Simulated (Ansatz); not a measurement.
# CCo: the cost of one run

Computed with Ansatz 0.2.0, Gaussian basis. Level: def2-QZVPP, core rule «outside noble gas», up to 10 orbitals frozen.

The runs, in order: UHF; ROHF; CCSD(T) on UHF.

2 further runs of the same task are left out: 2 set aside as unsound or not needed.

### 1 The geometry

The geometry is a PBE0/def2-TZVP stationary point (not a proven minimum).

2 atoms, charge 1, spin multiplicity 3.

Atoms are counted from 1 here; the program's logs count them from 0.

Bond lengths: Co1–C2 1.616 Å.

### 2 UHF

Input file in.yaml:

```yaml
crystal:
  periodic: [false, false, false]
  atoms:
    - {symbol: Co, position_ang: [0.000000, 0.000000, 0.000000]}
    - {symbol: C, position_ang: [0.000000, 0.000000, 1.616400]}
basis:
  gaussian: {orbitals: "def2-QZVPP.json"}
total_charge: 1
magnetization: {spin_polarized: true, initial_magnetization: 2}
hamiltonian: {xc: hf}
output: {orbitals: {seedname: orbitals}}
```

The run is started by

```
> ansatz run in.yaml --threads 1 --pin off --events-out ev --progress --plain --max-ram 4096MiB --backend cpu
```

**Question.** How long does this run take on 1 thread of AMD EPYC 7R13, shared host, and how much memory does it need?

About 1.8 min, with a peak of 0.44 GiB.
